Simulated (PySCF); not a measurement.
# F4O2V2 ([F2V(mu-O)2VF2]2-): the cost of one run

Computed with PySCF 2.14.0 and routines of our own; the level stands in each step. Atoms count from 0.

### 1 The starting structure

8 atoms, charge -2, high-spin multiplicity 5; geometry from: idealised, bond lengths from ionic radii.

The system (edge-sharing dimer): [F2V(mu-O)2VF2]2-. The metals (V(III), V(III)) are 2.54 Å apart; the bridge angle is 92°; the spin sites are atom 0 (2 unpaired) and atom 1 (2 unpaired).

### 2 Magnetic exchange: B3LYP/def2-SVP in water

What the job is given:

```
{"job": {"kind": "bs", "xc": "B3LYP", "basis": "def2-SVP", "grid": 1, "solvent": "water"}, "charge": -2, "high_spin_multiplicity": 5, "spin_sites": [[[0], 2], [[1], 2]]}
V     -1.243500     0.000000    -0.252400
V      1.254800     0.000000     0.188200
O      0.044500     1.205300    -0.252400
O      0.044500    -1.205300    -0.252400
F     -2.262800     0.000000     1.267500
F     -2.262800    -0.000000    -1.772200
F      2.732500    -0.000000    -0.891400
F      1.692900     0.000000     1.965000
```

Method: B3LYP/def2-SVP high-spin and broken-symmetry single points, IEF-PCM water.

On the command line:

```
$ OMP_NUM_THREADS=1 python exch_run.py task.json out
```

One launch serves the whole session: the jobs run in the order shown.

**Question.** How long does this first job take on 1 thread of Arm Neoverse N1, shared host?

About 46 s.
